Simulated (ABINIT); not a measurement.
Runs of ABINIT 10.8.3 (patched build) on Ba2Tl5V3O12. It takes space group C2 (No. 5, monoclinic). Conventional cell: a = 12.980 Å, b = 13.354 Å, c = 6.079 Å, α = 90.00°, β = 109.30°, γ = 90.00°. Around Ba (site symmetry 2) lie 6 O at 2.58 to 2.76 Å. Ba (site symmetry 2) is surrounded by 8 O at 2.76 to 3.03 Å. V (site symmetry 1) is surrounded by 4 O at 1.72 to 1.75 Å. V (site symmetry 2) has 4 O at 1.71 to 1.76 Å as nearest neighbours. Tl (site symmetry 1) has 3 O at 2.57 to 2.74 Å as nearest neighbours. Tl (site symmetry 2) is surrounded by 4 O at 2.66 to 2.69 Å. Around Tl (site symmetry 1) lie 3 O at 2.55 to 2.75 Å. O (site symmetry 1) has 1 V at 1.75 Å as nearest neighbours. The cell was built by a generator and needn't be a form met in nature.

| task | level | U | cutoff (eV) | double counting (usepawu) | fine-grid cutoff | gap on the mesh (eV) | pressure (GPa) | moment (μB) | largest force (eV/Å) |
| --- | --- | --- | --- | --- | --- | --- | --- | --- | --- |
| single point | PBE+U | V d U = 3 eV | 435 | 1 | 870.764 eV | 2.96 | (a) | 0.00 | (b) |
| single point | r2SCAN | - | 490 | - | 979.61 eV | 3.24 | - | 0.00 | 0.48 |
| single point | LDA | - | 490 | - | 979.61 eV | 2.80 | -5.1 | 0.00 | (c) |
| single point | PBE | - | 490 | - | 979.61 eV | 2.91 | 0.0 | 0.00 | 0.02 |
| single point | PBEsol | - | 490 | - | 979.61 eV | 2.87 | -2.7 | 0.00 | 0.32 |
| real-space fields | PBE | - | 435 | - | 870.764 eV | 2.91 | -0.1 | 0.00 | (d) |

Alike in all rows: potentials or basis Ansatz PAW PBE generated set soft_1, frozen core; spin collinear, ferromagnetic start; cell as given; k mesh 2 × 2 × 2; smearing fermi-dirac 0.05 eV; the mesh is coarse, so values aren't converged.

**Question.** Fill in the values left out.

**Answer.** (a) 0.7; (b) 0.33; (c) 0.63; (d) 0.04.

Caveats: all runs use coarse meshes; the atomic spheres overlap; spin-orbit coupling is left out, which as a rule narrows the gap of such compounds by several tenths of an eV; the PAW data sets were made with another functional, which shifts forces and pressure a little (some runs).

A k mesh can miss the band edges, and the runs leave out spin-orbit coupling on Ba, Tl.

Not every run made on this cell is shown here.
